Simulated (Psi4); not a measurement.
# SCAN/pcseg-2 (sweep point 10) run of GeF2 (SMILES [F][Ge][F])

Aim: the vertical electron affinity of GeF2 at SCAN/pcseg-2 (sweep point 10), from 2 runs. 

The results are computed with Psi4 1.11.

### Step 1. The system as given

GeF2 has 3 atoms, charge 0, and is taken as a singlet. As SMILES, `[F][Ge][F]`. The coordinates come from a PBE0-D4/def2-TZVP relaxation.

Bond lengths: F1–Ge2 1.745 Å, Ge2–F3 1.745 Å. Angles: F1–Ge2–F3 97.2°.

### Step 2. A single-point energy at SCAN/pcseg-2 (sweep point 10)

The input, run.py:

```python
import psi4

psi4.set_memory(1600000000)
psi4.set_num_threads(1)
psi4.core.set_output_file('output.dat', False)

mol = psi4.geometry("""
F     -0.675900    -1.101800    -0.497500
Ge     0.637500    -0.295200     0.320200
F      0.027600     1.332100     0.164100
symmetry c1
""")

options = {'basis': 'pcseg-2', 'puream': True, 'scf_type': 'pk', 'dft_radial_points': 99, 'dft_spherical_points': 590}
psi4.set_options(options)

e_tot = psi4.energy('SCAN')
print(f'SCAN energy: {e_tot:.10f} Eh')
```

Started as:

```
$ python run.py
```

output.dat:

```text
[...]
  Running in c1 symmetry.
[...]
  Nuclear repulsion =  191.062717603408373
[...]
  Multiplicity = 1
[...]
  Nalpha       = 25
  Nbeta        = 25
[...]
    Number of basis functions: 103
[...]
   @RKS iter   1: -2276.12852137798018   -2.65708e+00   1.86944e-02 DIIS/ADIIS
[...]
   @RKS iter   8: -2276.99805854728083   -6.38256e-08   5.77324e-07 DIIS
[...]
    Orbital Energies [Eh]
    ---------------------
    Doubly Occupied:
       1A   -398.199268     2A    -49.596963     3A    -44.075145
       4A    -44.072655     5A    -44.071552     6A    -24.465651
       7A    -24.465629     8A     -6.206760     9A     -4.360765
      10A     -4.354045    11A     -4.350427    12A     -1.191906
      13A     -1.184743    14A     -1.169243    15A     -1.166446
      16A     -1.161633    17A     -1.118890    18A     -1.087350
      19A     -0.517910    20A     -0.422748    21A     -0.395142
      22A     -0.393861    23A     -0.370959    24A     -0.357204
      25A     -0.295471
[...]
  @RKS Final Energy: -2276.99805854728083
   => Energetics <=
    Nuclear Repulsion Energy =            191.0627176034083732
    One-Electron Energy =               -3555.8147982398927525
    Two-Electron Energy =                1187.9326459279179744
    DFT Exchange-Correlation Energy =    -100.1786238387142163
    Empirical Dispersion Energy =           0.0000000000000000
    VV10 Nonlocal Energy =                  0.0000000000000000
    Total Energy =                      -2276.9980585472808343
[...]
 Multipole Moments:
 ------------------------------------------------------------------------------------
     Multipole            Electronic (a.u.)      Nuclear  (a.u.)        Total (a.u.)
 ------------------------------------------------------------------------------------
 L = 1.  Multiply by 2.5417464519 to convert [e a0] to [Debye]
 Dipole X            :          2.9767297           -2.0857990            0.8909307
 Dipole Y            :         -1.1394878            0.7983941           -0.3410937
 Dipole Z            :          0.0000000            0.0000000            0.0000000
 Magnitude           :                                                    0.9539929
[...]
```

The script printed:

```text
SCAN energy: -2276.9980585473 Eh
```

It took 14 s on 1 thread of Intel Xeon 6975P-C (Granite Rapids), shared host; peak memory 0.72 GiB.

### Step 3. The doublet anion at the same level

The input, run.py:

```python
import psi4

psi4.set_memory('1600 MB')
psi4.set_num_threads(1)
psi4.core.set_output_file('output.dat', False)

mol = psi4.geometry("""
-1 2
F     -0.675900    -1.101800    -0.497500
Ge     0.637500    -0.295200     0.320200
F      0.027600     1.332100     0.164100
symmetry c1
""")

psi4.set_options({
    'basis': 'pcseg-2',
    'reference': 'uks',
    'puream': True,
    'scf_type': 'pk',
    'dft_radial_points': 99,
    'dft_spherical_points': 590,
    'maxiter': 150,
})

result = psi4.energy('scan')
print('E =', round(result, 9))
```

Started as:

```
$ python run.py
```

output.dat:

```text
[...]
  Running in c1 symmetry.
[...]
  Nuclear repulsion =  191.062717603408373
[...]
  Multiplicity = 2
[...]
  Nalpha       = 26
  Nbeta        = 25
[...]
    Number of basis functions: 103
[...]
   @UKS iter   1: -2275.87168611203060   -2.40024e+00   1.99247e-02 DIIS/ADIIS
[...]
   @UKS iter   9: -2277.01802939495383   -1.24110e-08   5.33107e-07 DIIS
[...]
   @S^2 Observed:                7.568875359E-01
[...]
    Orbital Energies [Eh]
    ---------------------
    Alpha Occupied:
       1A   -397.909753     2A    -49.308619     3A    -43.785567
       4A    -43.785045     5A    -43.784554     6A    -24.222802
       7A    -24.222801     8A     -5.919004     9A     -4.069669
      10A     -4.066640    11A     -4.066173    12A     -0.927360
      13A     -0.916756    14A     -0.880677    15A     -0.879193
      16A     -0.878032    17A     -0.860829    18A     -0.835337
      19A     -0.276737    20A     -0.188296    21A     -0.164298
      22A     -0.161937    23A     -0.140627    24A     -0.127558
      25A     -0.051664    26A      0.085823
    Alpha Virtual:
[...]
  @UKS Final Energy: -2277.01802939495383
   => Energetics <=
    Nuclear Repulsion Energy =            191.0627176034083732
    One-Electron Energy =               -3569.0869472379645231
    Two-Electron Energy =                1201.4509589357094228
    DFT Exchange-Correlation Energy =    -100.4447586961073711
    Empirical Dispersion Energy =           0.0000000000000000
    VV10 Nonlocal Energy =                  0.0000000000000000
    Total Energy =                      -2277.0180293949538282
[...]
 Multipole Moments:
 ------------------------------------------------------------------------------------
     Multipole            Electronic (a.u.)      Nuclear  (a.u.)        Total (a.u.)
 ------------------------------------------------------------------------------------
 L = 1.  Multiply by 2.5417464519 to convert [e a0] to [Debye]
 Dipole X            :          2.2839138           -2.0857990            0.1981148
 Dipole Y            :         -0.8743610            0.7983941           -0.0759669
 Dipole Z            :         -0.0000000            0.0000000           -0.0000000
 Magnitude           :                                                    0.2121802
[...]
```

On the terminal:

```text
E = -2277.018029395
```

Run time: 20 s. Hardware: 1 thread of Intel Xeon 6975P-C (Granite Rapids), shared host; peak memory 0.72 GiB.

### Step 4. What came out

Level: SCAN/pcseg-2 (sweep point 10).

| quantity | value |
| --- | --- |
| singlet GeF2: total energy | -2276.99806 Eh |
| singlet GeF2: dipole moment | 2.42 D |
| singlet GeF2: HOMO energy | -8.04 eV |
| singlet GeF2: LUMO energy | -3.38 eV |
| singlet GeF2: HOMO–LUMO gap | 4.66 eV |
| doublet anion: total energy | -2277.01803 Eh |
| doublet anion: HOMO energy (highest over α and β) | 2.34 eV |
| doublet anion: LUMO energy (lowest over α and β) | 4.12 eV |
| doublet anion: ⟨S²⟩ | 0.757 |
| vertical electron affinity (to the doublet anion) | 0.543 eV |

In words: At fixed nuclei the extra electron is bound by 0.54 eV (12.5 kcal/mol). The basis has no diffuse functions, so the error can be as large as this value. The HOMO (doublet anion) lies at positive energy, 2.34 eV, as semi-local functionals often give for anions; only total energies tell whether the electron is bound.
